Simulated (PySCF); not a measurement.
# GeH6N2: the cost of one run

The runs use PySCF 2.14.0, with density-fitted response routines of our own; the level of theory stands in each step. All values are computed, except where a source is named. Atoms count from 0, in the outputs and in this text.

## (1) The molecule as given

9 atoms, charge 0, multiplicity 1; geometry from: GFN2-xTB.

Bonds of the start (Å): N0–Ge1 1.80, Ge1–N2 1.83, N0–H3 1.01, N0–H4 1.01, Ge1–H5 1.49, Ge1–H6 1.51, N2–H7 1.01, N2–H8 1.01.

## (2) Excited states and response: PBE0/def2-SVPD

What the job is given:

```
{"job": {"kind": "uv", "xc": "PBE0", "basis": "def2-SVPD", "nstates": 8, "ntriplets": 3}, "charge": 0, "multiplicity": 1}
N      1.575913    -0.177300     0.245423
Ge    -0.035008     0.630783     0.152986
N     -1.353273    -0.589174    -0.174834
H      1.629533    -0.969627     0.869820
H      2.018343    -0.433556    -0.625336
H     -0.346544     1.190046     1.503338
H      0.113059     1.724875    -0.874543
H     -2.302458    -0.259516    -0.083774
H     -1.286003    -1.110536    -1.038259
```

Method: TDDFT PBE0/def2-SVPD, vertical, gas phase, core orbitals frozen in the response.

Run with:

```bash
OMP_NUM_THREADS=1 python probes_run.py task.json out
```

This one command runs all jobs of the session in turn.

**Question.** How long does this first job take on 1 thread of Arm Neoverse V1, shared host, and how much memory does it need?

About 9.9 s, with a peak of 0.52 GiB.
